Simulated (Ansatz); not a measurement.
# C₂H₆F₂Si: a ladder of functionals and wavefunction methods

An exercise on one series of results from a longer session: the logs are not shown, and one member is left open.

The runs use Ansatz 0.2.0, Gaussian basis; functionals in def2-TZVPP, the program's frozen cores in correlated methods.

Levels to be run: PBE-D4, r2SCAN-D4, PBE0-D4, B3LYP-D4, ωB97X-V, ωB97M-V, B2PLYP; CCSD(T)/def2-TZVPP; MP2/def2-QZVPP; extrapolation to the limit.

## The relaxed structure

An earlier PBE0-D4 in a triple-zeta def2 set relaxation fixed the geometry.

11 atoms, charge 0, spin multiplicity 1.

Atoms are counted from 1 here; the program's logs count them from 0.

Bond lengths: C1–Si2 1.865 Å, C1–H6 1.092 Å, C1–H7 1.092 Å, C1–H8 1.092 Å, Si2–C3 1.921 Å, Si2–H9 1.487 Å, Si2–H10 1.484 Å, C3–F4 1.370 Å, C3–F5 1.366 Å, C3–H11 1.098 Å. Angles: Si2–C1–H6 110.7°, Si2–C1–H7 110.4°, Si2–C1–H8 111.2°, H6–C1–H7 108.2°, H6–C1–H8 107.9°, H7–C1–H8 108.3°, C1–Si2–C3 109.0°, C1–Si2–H9 111.7°, C1–Si2–H10 112.2°, C3–Si2–H9 106.8°, C3–Si2–H10 107.0°, H9–Si2–H10 109.8°, Si2–C3–F4 109.9°, Si2–C3–F5 110.8°, Si2–C3–H11 114.7°, F4–C3–F5 107.2°, F4–C3–H11 106.8°, F5–C3–H11 107.0°.

Set-up of the first run:

Input file in.yaml:

```yaml
crystal:
  periodic: [false, false, false]
  atoms:
    - {symbol: C, position_ang: [-1.462146, 0.590914, 0.253858]}
    - {symbol: Si, position_ang: [0.380352, 0.449462, 0.502069]}
    - {symbol: C, position_ang: [1.073042, -0.883584, -0.694618]}
    - {symbol: F, position_ang: [0.444105, -2.080543, -0.472981]}
    - {symbol: F, position_ang: [2.407336, -1.081302, -0.479399]}
    - {symbol: H, position_ang: [-1.888804, 1.327316, 0.938439]}
    - {symbol: H, position_ang: [-1.946457, -0.369848, 0.440865]}
    - {symbol: H, position_ang: [-1.699800, 0.902201, -0.765980]}
    - {symbol: H, position_ang: [1.078707, 1.721736, 0.179430]}
    - {symbol: H, position_ang: [0.729076, 0.019040, 1.879299]}
    - {symbol: H, position_ang: [0.949789, -0.652394, -1.760482]}
basis:
  gaussian: {orbitals: def2-TZVPP}
hamiltonian: {xc: pbe, dispersion: d4}
output: {forces: true, orbitals: {seedname: orbitals}}
```

Launch:

```console
> ansatz run in.yaml --threads 4 --pin off --events-out ev --progress --plain --max-ram 10444MiB
```

Among the steps run: PBE-D4 (GGA); r2SCAN-D4 (meta-GGA); PBE0-D4 (hybrid); B3LYP-D4 (hybrid); ωB97X-V (range-separated); ωB97M-V (range-separated); B2PLYP (double hybrid); CCSD(T) in def2-TZVPP; MP2 in def2-QZVPP.

One table of the session follows, with a row left open; its other results are not shown here.

```
            method  atomisation energy (eV)
            PBE-D4                   41.706
         r2SCAN-D4                   41.094
           PBE0-D4                        ?
          B3LYP-D4                   40.926
           ωB97X-V                   41.175
           ωB97M-V                   41.112
            B2PLYP                   40.520
     HF/def2-TZVPP                   30.176
    MP2/def2-TZVPP                   40.577
   CCSD/def2-TZVPP                   39.423
CCSD(T)/def2-TZVPP                   39.967
           MP2/CBS                   41.600
       CCSD(T)/CBS                   40.990
```

Estimate the missing values for PBE0-D4.

The run gave: atomisation energy (eV): 40.940. In the column «atomisation energy (eV)» it lies between B3LYP-D4 (40.926) and CCSD(T)/CBS (40.990).

Limits of these values: Free atoms (2 C, 1 Si, 2 F, 6 H) were run apart at each level; the atomisation energy is their sum less the molecule, without zero-point or spin-orbit terms.
